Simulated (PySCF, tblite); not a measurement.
**C₆H₈NSi radical: geometry, infrared bands and EPR parameters**

What infrared bands and EPR parameters should C₆H₈NSi radical (`C=CC1=NCC([SiH3])=[C]1`) show?

Programs: tblite 0.8.0 and PySCF 2.14.0, with density-fitted response routines of our own. Each step states its level of theory. These are calculated values for one molecule in the gas phase, unless marked as measured. Atoms count from 0, in the outputs and in this text.

## 1. The molecule as given

16 atoms, charge 0, multiplicity 2; geometry from: force field or distance geometry start.

Bonds of the start (Å): C0–C1 1.35, C1–C2 1.46, C2–N3 1.31, N3–C4 1.51, C4–C5 1.49, C5–Si6 1.77, C5–C7 1.29, C7–C2 1.42, C0–H8 1.08, C0–H9 1.09, C1–H10 1.08, C4–H11 1.09, C4–H12 1.10, Si6–H13 1.49, Si6–H14 1.48, Si6–H15 1.49.

## 2. Geometry optimisation with GFN2-xTB

Job settings and geometry (Å):

```
{"job": {"kind": "relax", "xc": "GFN2-xTB", "basis": "xTB"}, "charge": 0, "multiplicity": 2}
C      3.104300    -0.802000    -0.438500
C      2.526000     0.250900     0.167800
C      1.083900     0.418100     0.266700
N      0.476700     1.427200     0.841400
C     -1.014500     1.242800     0.734000
C     -1.149000    -0.025800    -0.033600
Si    -2.661100    -0.803700    -0.520200
C      0.061200    -0.425800    -0.252800
H      4.181500    -0.894700    -0.477700
H      2.508000    -1.583400    -0.906900
H      3.125100     1.018700     0.644400
H     -1.453600     1.180000     1.730600
H     -1.435300     2.102600     0.196900
H     -2.775800    -2.165200     0.070200
H     -2.757100    -0.923500    -1.991100
H     -3.827900    -0.007200    -0.042700
```

The run is started by

```
$ OMP_NUM_THREADS=1 python probes_run.py task.json out
```

This one command runs all jobs of the session in turn.

**Question.** This job is followed by: GFN2-xTB harmonic vibrations, gas phase; UKS B3LYP, pcH-1 on C H N Si, non-relativistic, mean-field spin-orbit, GIAO. What will the session give for the following? strongest single infrared mode (GFN2-xTB); zero-point energy (GFN2-xTB); g(iso) (B3LYP); ⟨S²⟩; largest a(iso) (averaged by class); potential on the surface of density 0.002 e/bohr³, 1st and 99th percentile.

The runs gave:

| quantity | value |
| --- | --- |
| strongest single infrared mode (GFN2-xTB) | 787 cm⁻¹, 486 km/mol |
| zero-point energy (GFN2-xTB) | 70.6 kcal/mol |
| g(iso) (B3LYP) | 2.00207 |
| ⟨S²⟩ | 0.759 (exact 0.75) |
| largest a(iso) (averaged by class) | 13C on C7, 404.3 MHz |
| potential on the surface of density 0.002 e/bohr³, 1st and 99th percentile | -1.66 V and 1.13 V |

In words: Over 47 steps the energy fell by 0.359 eV; of the close pairs, C5–Si6 changed most, 1.769 to 1.870 Å. The lowest mode is imaginary (52i cm⁻¹), so the xTB geometry is not a minimum: the zero-point energy counts the real modes alone, and all values at this geometry belong to a saddle point. The strongest single mode, at 787 cm⁻¹, has its largest shares on H15, H14 and H13 (the list is cut at 3 atoms). Unscaled tight-binding wavenumbers are off by several per cent, some by more. Its intensities can rank the bands wrongly. C7 carries the largest spin population, 0.98 e. The isotropic g lies 0.3 ppt below the free-electron value. These values are for one conformer; the search (at its own cheap level) found 1 more, at 0.92 kcal/mol, and measured spectra average over such forms.
